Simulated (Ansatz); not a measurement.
# HSeO− (SMILES [O-][SeH]): single points off equilibrium

Aim: energy, forces and dipole at a structure displaced at random from a GFN2-xTB minimum, from CCSD(T) and from density functionals.

The runs use Ansatz 0.2.0, Gaussian basis; single points in def2-TZVPPD.

Cores are frozen in the correlated methods. Filled d shells of the heavier atoms are correlated.

**1. Starting geometry**

SMILES `[O-][SeH]`, 3 atoms, charge -1, spin multiplicity 1.

Atoms are counted from 1 here; the program's logs count them from 0.

Bond lengths: O1–Se2 1.799 Å, Se2–H3 1.755 Å. Angles: O1–Se2–H3 99.0°.

Geometry (Å):

```
atom    x (Å)    y (Å)    z (Å)
  O1  -0.9570   0.9244  -0.3371
 Se2  -0.2989  -0.7421  -0.1786
  H3   1.1981  -0.3668   0.6565
```

**2. CCSD(T)/def2-TZVPPD**

Input file run/in.yaml:

```yaml
crystal:
  periodic: [false, false, false]
  atoms:
    - {symbol: O, position_ang: [-0.957000, 0.924400, -0.337100]}
    - {symbol: Se, position_ang: [-0.298900, -0.742100, -0.178600]}
    - {symbol: H, position_ang: [1.198100, -0.366800, 0.656500]}
basis:
  gaussian: {orbitals: "def2-TZVPPD.json"}
total_charge: -1
correlation: {method: ccsd_t}
output: {forces: true}
```

The basis file named in the input lies beside it (Basis Set Exchange, JSON).

The command line of these runs was not kept.

**3. PBE0-D4/def2-TZVPPD**

Edit run/in.yaml of step 2 so:

```diff
@@ -9,3 +9,3 @@
 total_charge: -1
-correlation: {method: ccsd_t}
-output: {forces: true}
+hamiltonian: {xc: pbe0, dispersion: d4}
+output: {forces: true, orbitals: {seedname: orbitals}}
```

**4. wB97M-V/def2-TZVPPD**

Edit run/in.yaml of step 3 so:

```diff
@@ -9,3 +9,3 @@
 total_charge: -1
-hamiltonian: {xc: pbe0, dispersion: d4}
-output: {forces: true, orbitals: {seedname: orbitals}}
+hamiltonian: {xc: {name: wB97M-V}}
+output: {forces: true}
```

**5. r2SCAN-D4/def2-TZVPPD**

Edit run/in.yaml of step 4 so:

```diff
@@ -9,3 +9,3 @@
 total_charge: -1
-hamiltonian: {xc: {name: wB97M-V}}
+hamiltonian: {xc: r2scan, dispersion: d4}
 output: {forces: true}
```

**6. PBE-D4/def2-TZVPPD**

Edit run/in.yaml of step 5 so:

```diff
@@ -9,3 +9,3 @@
 total_charge: -1
-hamiltonian: {xc: r2scan, dispersion: d4}
+hamiltonian: {xc: pbe, dispersion: d4}
 output: {forces: true}
```

**7. CAM-B3LYP-D4/def2-TZVPPD**

Edit run/in.yaml of step 6 so:

```diff
@@ -9,3 +9,3 @@
 total_charge: -1
-hamiltonian: {xc: pbe, dispersion: d4}
+hamiltonian: {xc: {name: CAM-B3LYP}, dispersion: d4}
 output: {forces: true}
```

**8. r2SCAN0-D4/def2-TZVPPD**

Edit run/in.yaml of step 7 so:

```diff
@@ -9,3 +9,3 @@
 total_charge: -1
-hamiltonian: {xc: {name: CAM-B3LYP}, dispersion: d4}
+hamiltonian: {xc: {name: r2SCAN0}, dispersion: d4}
 output: {forces: true}
```

(Steps that only read results are left out.)

Before running it: what results should come out? Wanted: RMS force component; RMS force error; HOMO and LUMO, PBE0-D4; T1 diagnostic.

The runs gave:

```
              quantity                                                                                                   value
   RMS force component                                                                    1.178 to 1.638 eV/Å over the methods
       RMS force error  PBE0-D4 0.236, wB97M-V 0.202, r2SCAN-D4 0.148, PBE-D4 0.206, CAM-B3LYP-D4 0.202, r2SCAN0-D4 0.337 eV/Å
HOMO and LUMO, PBE0-D4                                                                                        0.31 and 3.75 eV
         T1 diagnostic                                                                                                   0.020
```

What this shows: For forces r2SCAN-D4 does best and r2SCAN0-D4 worst. Frozen-core CCSD(T) forces in triple zeta carry basis errors of their own, and this is one geometry, so small gaps rank nothing.
